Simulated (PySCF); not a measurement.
# C2H3F3Si: the cost of one run

Computed with PySCF 2.14.0 and routines of our own; the level stands in each step. Atoms count from 0.

### 1 The starting structure

9 atoms, charge 0, multiplicity 3; geometry from: GFN2-xTB.

### 2 Open-shell or spin-flip excitations: unrestricted TDDFT PBE0/def2-SVPD

Job settings and geometry (Å):

```
{"job": {"kind": "uabs", "xc": "PBE0", "basis": "def2-SVPD", "nstates": 10, "tda": false}, "charge": 0, "multiplicity": 3}
F     -1.235264     1.320746     0.934573
C     -1.395469     0.478826    -0.119455
F     -2.418569     0.977327    -0.835509
F     -1.851263    -0.682292     0.421586
C     -0.182230     0.298232    -0.891099
Si     1.472939    -0.458201    -0.750108
H      2.383790     0.534708    -0.170877
H      1.346116    -1.638620     0.116261
H      1.893513    -0.824733    -2.099420
```

Level: unrestricted TDDFT PBE0/def2-SVPD, vertical, gas phase, core orbitals frozen in the response.

On the command line:

```sh
> OMP_NUM_THREADS=1 python excited_run.py task.json out
```

This one command runs all jobs of the session in turn.

Q: Estimate the wall time and peak memory of this first job on 1 thread of Arm Neoverse V2, shared host.

About 31 s, with a peak of 0.55 GiB.
